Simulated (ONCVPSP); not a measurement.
# Carbon: generating and testing an ONCV potential

Task: generate the file, and judge it by its errors in other configurations, its logarithmic derivatives, its ghosts and its cutoff.

The numbers are computed with ONCVPSP 4.0.1 (LDA (Perdew-Wang 92), scalar-relativistic, spin-unpolarised reference atom).

## (1) The atom and the settings

The settings as typed:

```
element                 : carbon (C, Z = 6)
type                    : optimised norm-conserving Vanderbilt (ONCV)
frozen core             : [He]
valence charge          : 4
reference configuration : 2s1.5 2p2.5
partial waves           : 2s: rc 1.25 bohr, ncon 4, nbas 8, qcut 5.2 1/bohr, 2 projectors, debl 0.5 Ha; 2p: rc 2.65 bohr, ncon 4, nbas 8, qcut 4.1 1/bohr, 2 projectors, debl 2.4 Ha
local potential         : polynomial inside 0.80 bohr (lpopt 5, dvloc0 2 Ha)
core correction         : polynomial model core, fcfact 0.65
```

The nodes and maxima of the atom's own shells, from an earlier all-electron run, set the scale for the radii.

All-electron outer shells of the reference configuration (LDA (PZ), scalar-relativistic, ld1.x):

```csv
shell,level (eV),outermost node (bohr),outermost maximum (bohr)
1s,-271.24,–,0.18
2s,-13.87,0.38,1.22
2p,-5.63,–,1.19
```

## (2) Generating the potential

Input file C.dat:

```
# ATOM AND REFERENCE CONFIGURATION
# atsym  z   nc   nv     iexc    psfile
  C 6.00    1    2  -001012      upf
#
#   n    l    f
    1    0    2.00
    2    0    1.50
    2    1    2.50
#
# PSEUDOPOTENTIAL AND OPTIMIZATION
# lmax
    1
#
#   l,   rc,      ep,       ncon, nbas, qcut
    0    1.25    0.00    4    8    5.20
    1    2.65    0.00    4    8    4.10
#
# LOCAL POTENTIAL
# lloc, lpopt,  rc(5),   dvloc0
    4    5    0.80    2.00
#
# VANDERBILT-KLEINMAN-BYLANDER PROJECTORs
# l, nproj, debl
    0    2    0.50
    1    2    2.40
#
# MODEL CORE CHARGE
# icmod, fcfact, rcfact
    1    0.65    0.00
#
# LOG DERIVATIVE ANALYSIS
# epsh1, epsh2, depsh
   -2.00    5.00    0.02
#
# OUTPUT GRID
# rlmax, drl
    6.00    0.01
#
# TEST CONFIGURATIONS
# ncnf
    4
# nvcnf
#   n    l    f
    2
    2    0    2.00
    2    1    2.00
#
    2
    2    0    2.00
    2    1    1.00
#
    2
    2    0    2.00
    2    1    0.00
#
    2
    2    0    2.00
    2    1    1.50
#
```

The run is started by

```console
$ oncvpsp.x < C.dat > C.out
```

What does the calculation give? Wanted: cutoffs for 1 and 0.1 mHa per electron, occupied waves; bound ghosts; GHOST(+) flags; largest test error; largest phase difference near zero energy, channels read; rms error of d²Exc/dn², without and with the model core; projector energies reset by the program.

The runs gave:

```
                                                quantity                   value
  cutoffs for 1 and 0.1 mHa per electron, occupied waves         23 Ha and 99 Ha
                                            bound ghosts              none found
                                          GHOST(+) flags      none at low energy
                            largest test error (AE − PS)  +1426 meV, for 2s2 2p0
largest phase difference near zero energy, channels read               0.008 rad
 rms error of d²Exc/dn², without and with the model core       1.99 and 0.61 mHa
                 projector energies reset by the program     s: -0.510, 0.250 Ha
```

**Reading.** The worst unpolarised test, 2s2 2p0, is off by 1426 meV on 31.1 eV; by total energies transferability rates as poor. The potential is of middling hardness: the looser tolerance needs 23 Ha. The tighter tolerance needs 99 Ha, and converged work needs a cutoff nearer that. At the looser tolerance the 2s wave is the slowest; 2p needs 7 Ha. It is free of bound ghosts as far as tested. Near zero energy the phases of the channels with partial waves agree within 0.008 rad.
